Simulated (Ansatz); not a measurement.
# GeNH₄ (quartet): the correlation ladder at distance Ge1–H5 along a hydrogen transfer = 1.760 Å, cc-pVDZ

How much of the correlation energy of GeNH₄ (quartet) does each wave-function method recover here?

Method: cc-pVDZ, core rule «outside noble gas», up to 15 orbitals frozen; program: Ansatz 0.2.0, Gaussian basis.

To be run: UHF; CCSD(T) on ROHF; CCSD(T) on UHF; BCCD(T) on ROHF; CISD; CCSDT(Q) on ROHF; CCSDT(Q) on UHF; CASSCF and MRCISD+Q, 5 electrons in 5 orbitals; CASSCF and NEVPT2, 5 electrons in 5 orbitals.

10 further runs of the same task are left out: 2 for a mislabelled method, 8 that didn't finish.

## Step 1: The geometry

The geometry derives from fragments relaxed apart (PBE0/def2-TZVP) and kept rigid, so it is no stationary point. A hydrogen atom is moved between rigid fragments. No spin-orbit coupling is included. The filled d shell of Ge may be among the frozen orbitals whatever the setting's name suggests; the logs give the count.

6 atoms, charge 0, spin multiplicity 4.

Atoms are counted from 1 here; the program's logs count them from 0.

Bond lengths: Ge1–H2 1.534 Å, Ge1–H3 1.534 Å, Ge1–H4 1.534 Å, Ge1–H5 1.760 Å, H5–N6 1.209 Å. Angles: H2–Ge1–H3 109.5°, H2–Ge1–H4 109.5°, H2–Ge1–H5 109.5°, H3–Ge1–H4 109.5°, H3–Ge1–H5 109.5°, H4–Ge1–H5 109.5°, Ge1–H5–N6 180.0°.

Geometry (Å):

```xyz
6
charge 0, multiplicity 4
Ge   -0.4611    0.0000    0.0000
H    -0.9726    1.4466    0.0000
H    -0.9726   -0.7233    1.2528
H    -0.9726   -0.7233   -1.2528
H     1.2989    0.0000    0.0000
N     2.5079    0.0000    0.0000
```

## Step 2: UHF

Contents of in.yaml:

```yaml
crystal:
  periodic: [false, false, false]
  atoms:
    - {symbol: Ge, position_ang: [-0.461117, 0.000000, 0.000000]}
    - {symbol: H, position_ang: [-0.972566, 1.446599, 0.000000]}
    - {symbol: H, position_ang: [-0.972566, -0.723300, 1.252792]}
    - {symbol: H, position_ang: [-0.972566, -0.723299, -1.252792]}
    - {symbol: H, position_ang: [1.298883, 0.000000, 0.000000]}
    - {symbol: N, position_ang: [2.507883, 0.000000, 0.000000]}
basis:
  gaussian: {orbitals: cc-pVDZ}
magnetization: {spin_polarized: true, initial_magnetization: 3}
hamiltonian: {xc: hf}
output: {orbitals: {seedname: orbitals}}
```

Run with:

```
> ansatz run in.yaml --threads 1 --pin off --events-out ev --progress --plain --max-ram 2393MiB
```

The runs that follow: CCSD(T) on ROHF; CCSD(T) on UHF; BCCD(T) on ROHF; CISD; CCSDT(Q) on ROHF; CCSDT(Q) on UHF; CASSCF and MRCISD+Q, 5 electrons in 5 orbitals; CASSCF and NEVPT2, 5 electrons in 5 orbitals.

Q: Predict the results of all the runs planned. Wanted: UCCSDT(Q) below the RHF energy; RMP2 from UCCSDT(Q); UMP2 from UCCSDT(Q); RCCSD from UCCSDT(Q); RCCSD(T) from UCCSDT(Q); UCCSD(T) from UCCSDT(Q); RCCSDT(Q) from UCCSDT(Q); T1 diagnostic.

As calculated:

| quantity | value |
| --- | --- |
| UCCSDT(Q) below the RHF energy | -7.3596 eV |
| RMP2 from UCCSDT(Q) | +1384.2 meV |
| UMP2 from UCCSDT(Q) | +1441.4 meV |
| RCCSD from UCCSDT(Q) | +179.0 meV |
| RCCSD(T) from UCCSDT(Q) | +38.1 meV |
| UCCSD(T) from UCCSDT(Q) | +35.3 meV |
| RCCSDT(Q) from UCCSDT(Q) | +3.5 meV |
| levels within 1 kcal/mol (43 meV) | RCCSD(T), UCCSD(T), BCCD(T), RCCSDT, UCCSDT, RCCSDT(Q) |
| T1 diagnostic | 0.023 |

In words: RCCSD(T) misses by +38.1 meV, 0.5 % of the correlation energy. These misses are within one basis, not against nature; the frozen cores of restricted and unrestricted runs differ, which can shift their rows.
